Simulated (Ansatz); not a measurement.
# BrFHOSn radical: a ladder of functionals and wavefunction methods

How much do the methods differ for BrFHOSn radical? The plan is to run it at one geometry with functionals of several rungs and with coupled cluster. The yardstick is the atomisation energy at the CCSD(T) limit.

The runs use Ansatz 0.2.0, Gaussian basis; functionals in def2-TZVPP, the program's frozen cores in correlated methods.

Plan: PBE-D4, r2SCAN-D4, PBE0-D4, B3LYP-D4, ωB97X-V, ωB97M-V, B2PLYP; CCSD(T)/def2-TZVPP; MP2/def2-QZVPP; extrapolation to the limit.

## (1) Structure used throughout

All runs share one geometry, relaxed beforehand with PBE0-D4 in a triple-zeta def2 set. Sn takes the def2 core potential; no spin-orbit term is included.

SMILES `[OH][Sn]([F])[Br]`, 5 atoms, charge 0, spin multiplicity 2.

Atoms are counted from 1 here; the program's logs count them from 0.

Bond lengths: O1–Sn2 1.960 Å, O1–H5 0.963 Å, Sn2–F3 1.915 Å, Sn2–Br4 2.500 Å. Angles: Sn2–O1–H5 113.2°, O1–Sn2–F3 101.1°, O1–Sn2–Br4 110.4°, F3–Sn2–Br4 107.7°.

Geometry (Å):

```xyz
5
charge 0, multiplicity 2
O    -0.1609    0.9132   -1.0877
Sn    0.3728   -0.6747   -0.0701
F     2.0592   -0.1092    0.6394
Br   -1.1801   -1.0384    1.8557
H    -1.0910    0.9091   -1.3373
```

## (2) PBE-D4 (GGA)

Input file in.yaml:

```yaml
crystal:
  periodic: [false, false, false]
  atoms:
    - {symbol: O, position_ang: [-0.160896, 0.913162, -1.087704]}
    - {symbol: Sn, position_ang: [0.372765, -0.674702, -0.070057]}
    - {symbol: F, position_ang: [2.059185, -0.109163, 0.639360]}
    - {symbol: Br, position_ang: [-1.180067, -1.038423, 1.855720]}
    - {symbol: H, position_ang: [-1.090996, 0.909126, -1.337308]}
basis:
  gaussian: {orbitals: def2-TZVPP}
magnetization: {spin_polarized: true, initial_magnetization: 1}
hamiltonian: {xc: pbe, dispersion: d4}
output: {forces: true, orbitals: {seedname: orbitals}}
```

Started as:

```
$ ansatz run in.yaml --threads 2 --pin off --events-out ev --progress --plain --max-ram 22528MiB --backend cpu
```

The runs that follow: r2SCAN-D4 (meta-GGA); PBE0-D4 (hybrid); B3LYP-D4 (hybrid); ωB97X-V (range-separated); ωB97M-V (range-separated); B2PLYP (double hybrid); CCSD(T) in def2-TZVPP; MP2 in def2-QZVPP.

Q: Predict the results of all the runs planned. Wanted: atomisation energy, CCSD(T)/CBS; farthest; mean size of error, hybrid; mean size of error, range-separated; gap, smallest and largest; T1 diagnostic; triples share of the correlation energy.

**Answer**, as computed:

```
                               quantity                                value
        atomisation energy, CCSD(T)/CBS                       360.9 kcal/mol
functionals within 3.6 kcal/mol (1.0 %)                            r2SCAN-D4
                               farthest              B2PLYP (-12.4 kcal/mol)
             mean size of error, hybrid                         9.8 kcal/mol
    mean size of error, range-separated                         6.6 kcal/mol
              gap, smallest and largest  0.82 eV (PBE-D4), 6.77 eV (ωB97X-V)
                          T1 diagnostic                               0.0161
triples share of the correlation energy                                3.3 %
```

PBE-D4 misses by +9.2 kcal/mol. Double hybrids carry the basis error of their MP2 part in triple zeta, and no dispersion term here, so their miss is partly the set-up's. Misses under about 3.6 kcal/mol are within the doubt on the reference itself, which lacks core-valence correlation, spin-orbit coupling and higher excitations, and its outer-core shells are covered unevenly. All levels share the lack of spin-orbit coupling, which lowers the free heavy atoms and so the true binding. Hartree-Fock recovers 61 % of the binding; the rest is correlation. Orbital gaps span 0.8 to 6.8 eV; exact exchange widens them. Correlated methods include outer-core shells of Br, Sn, which these sets cover unevenly.
